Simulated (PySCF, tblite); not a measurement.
**C6H6FN: geometry, infrared bands and NMR shifts**

Aim: predict the infrared bands and NMR shifts of C6H6FN (`N#C[C@@]12C[C@@H](F)[C@@H]1C2`).

The runs use tblite 0.8.0 and PySCF 2.14.0, with density-fitted response routines of our own; the level of theory stands in each step. All values are computed, except where a source is named. Atoms are numbered from 0 throughout.

**1. The starting structure**

14 atoms, charge 0, multiplicity 1; geometry from: force field or distance geometry start.

Bonds of the start (Å): N0–C1 1.15, C1–C2 1.43, C2–C3 1.50, C3–C4 1.52, C4–F5 1.41, C4–C6 1.50, C6–C7 1.52, C6–C2 1.49, C7–C2 1.50, C3–H8 1.12, C3–H9 1.10, C4–H10 1.09, C6–H11 1.09, C7–H12 1.10, C7–H13 1.10.

**2. Geometry optimisation with GFN2-xTB**

What the job is given:

```
{"job": {"kind": "relax", "xc": "GFN2-xTB", "basis": "xTB"}, "charge": 0, "multiplicity": 1}
N      2.779400     1.163000    -0.929300
C      1.817600     0.744500    -0.449000
C      0.633600     0.208600     0.154800
C     -0.589000     1.065700     0.340200
C     -1.408900     0.015600    -0.386300
F     -1.797600     0.429400    -1.671500
C     -0.189200    -0.857000    -0.489900
C      0.630400    -1.166800     0.749200
H     -0.829900     1.077300     1.436400
H     -0.566500     2.049500    -0.148400
H     -2.232300    -0.387600     0.196600
H      0.089600    -1.388700    -1.397200
H      1.564300    -1.724800     0.614500
H      0.097800    -1.229100     1.706200
```

Launch:

```bash
> OMP_NUM_THREADS=1 python probes_run.py task.json out
```

The driver reads the jobs from task.json and runs them one after another.

**Question.** This job is followed by: GFN2-xTB harmonic vibrations, gas phase; GIAO PBE0/pcSseg-1 NMR shielding, non-relativistic, gas phase. What will the session give for the following? strongest single infrared mode (GFN2-xTB); zero-point energy (GFN2-xTB); 13C shifts against TMS (PBE0/pcSseg-1); 1H shifts against TMS (PBE0/pcSseg-1); 15N shifts against NH3 (PBE0/pcSseg-1); 19F shifts against CFCl3 (PBE0/pcSseg-1).

**Answer**, as computed:

```
                                 quantity                                   value
strongest single infrared mode (GFN2-xTB)                   2386 cm⁻¹, 259 km/mol
             zero-point energy (GFN2-xTB)                           66.0 kcal/mol
   13C shifts against TMS (PBE0/pcSseg-1)  124.3, 90.6, 39.1, 35.7, 24.7, 8.5 ppm
    1H shifts against TMS (PBE0/pcSseg-1)  4.57, 2.64, 2.49, 2.13, 1.44, 0.90 ppm
   15N shifts against NH3 (PBE0/pcSseg-1)                               301.8 ppm
 19F shifts against CFCl3 (PBE0/pcSseg-1)                              -202.0 ppm
```

What this shows: Over 42 steps the energy fell by 0.485 eV; of the close pairs, C4–F5 changed most, 1.405 to 1.369 Å. No mode is imaginary among the 36: a minimum at this level. The strongest single mode, at 2386 cm⁻¹, moves mainly C1 and N0. GFN2-xTB is a fitted tight-binding method: band positions and strengths are rough. Its intensities can rank the bands wrongly. C1 (nitrile carbon) lies farthest downfield among carbon, at 124.3 ppm; this is the usual window of a C≡N carbon, which has no attached hydrogen. The most deshielded hydrogen is H10 (hydrogen on an sp3 CH bonded to F), at 4.57 ppm: its carbon carries F, hence the downfield position. At PBE0/pcSseg-1: The widest tensor belongs to N0: span 501 ppm, with a paramagnetic part of -375 ppm.
